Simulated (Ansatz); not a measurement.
# C2H3FSi: a ladder of functionals and wavefunction methods

One table from this session's results is given with a row withheld; the runs are named, their logs left out.

The runs use Ansatz 0.2.0, Gaussian basis; functionals in def2-TZVPP, the program's frozen cores in correlated methods.

The runs, in order: LDA (SPW92), PBE-D4, revPBE-D4, BLYP-D4, r2SCAN-D4, B97M-V, PBE0-D4, B3LYP-D4, r2SCANh-D4, r2SCAN0-D4, HSE06-D4, BHLYP-D4, CAM-B3LYP-D4, LC-ωPBE, ωB97X-V, ωB97M-V, B2PLYP, PBE-QIDH; CCSD(T)/def2-SVP; CCSD(T)/def2-TZVPP; CCSD(T)/def2-QZVPP; extrapolation to the limit; RPA on PBE.

### The relaxed structure

An earlier PBE0-D4 in a triple-zeta def2 set relaxation fixed the geometry.

SMILES `C#C[SiH2]F`, 7 atoms, charge 0, spin multiplicity 1.

Atoms are counted from 1 here; the program's logs count them from 0.

Bond lengths: C1–C2 1.206 Å, C1–H5 1.066 Å, C2–Si3 1.817 Å, Si3–F4 1.595 Å, Si3–H6 1.478 Å, Si3–H7 1.478 Å. Angles: C2–C1–H5 179.8°, C1–C2–Si3 178.5°, C2–Si3–F4 109.2°, C2–Si3–H6 109.8°, C2–Si3–H7 109.8°, F4–Si3–H6 108.2°, F4–Si3–H7 108.2°, H6–Si3–H7 111.7°.

Set-up of the first run:

File in.yaml:

```yaml
crystal:
  periodic: [false, false, false]
  atoms:
    - {symbol: C, position_ang: [-0.327461, -1.839520, -0.638759]}
    - {symbol: C, position_ang: [-0.122713, -0.715474, -0.253383]}
    - {symbol: Si, position_ang: [0.207811, 0.960740, 0.364021]}
    - {symbol: F, position_ang: [-0.411777, 2.024184, -0.651169]}
    - {symbol: H, position_ang: [-0.510663, -2.832014, -0.983144]}
    - {symbol: H, position_ang: [-0.440934, 1.145990, 1.679525]}
    - {symbol: H, position_ang: [1.666836, 1.187993, 0.437111]}
basis:
  gaussian: {orbitals: def2-TZVPP}
hamiltonian: {xc: lda}
output: {orbitals: {seedname: orbitals}}
```

Started as:

```bash
$ ansatz run in.yaml --threads 2 --pin off --events-out ev --progress --plain --max-ram 32768MiB --backend cpu
```

Among the steps run: LDA; PBE-D4 (GGA); revPBE-D4 (GGA); BLYP-D4 (GGA); r2SCAN-D4 (meta-GGA); B97M-V (meta-GGA); PBE0-D4 (hybrid); B3LYP-D4 (hybrid); r2SCANh-D4 (hybrid); r2SCAN0-D4 (hybrid); HSE06-D4 (hybrid); BHLYP-D4 (hybrid); CAM-B3LYP-D4 (range-separated); LC-ωPBE (range-separated); ωB97X-V (range-separated); ωB97M-V (range-separated); B2PLYP (double hybrid); PBE-QIDH (double hybrid).

One table of the session follows, with a row left open; its other results are not shown here.

It belongs to the step «Frontier levels by functional». 

| functional | HOMO (eV) | gap (eV) |
| --- | --- | --- |
| LDA (SPW92) | -7.49 | 5.42 |
| PBE-D4 | ? | ? |
| revPBE-D4 | -7.28 | 5.58 |
| BLYP-D4 | -7.18 | 5.53 |
| r2SCAN-D4 | -7.59 | 6.07 |
| B97M-V | -7.61 | 6.04 |
| PBE0-D4 | -8.57 | 7.70 |
| B3LYP-D4 | -8.33 | 7.25 |
| r2SCANh-D4 | -8.05 | 6.86 |
| r2SCAN0-D4 | -8.74 | 8.04 |
| HSE06-D4 | -8.17 | 6.91 |
| BHLYP-D4 | -9.65 | 9.78 |
| CAM-B3LYP-D4 | -9.93 | 10.15 |
| LC-ωPBE | -11.37 | 12.75 |
| ωB97X-V | -10.95 | 12.24 |
| ωB97M-V | -10.81 | 11.90 |

**Question.** Estimate the row for PBE-D4.

**Answer.** HOMO (eV): -7.34; gap (eV): 5.53. In the column «HOMO (eV)» it lies between LDA (SPW92) (-7.49) and revPBE-D4 (-7.28).
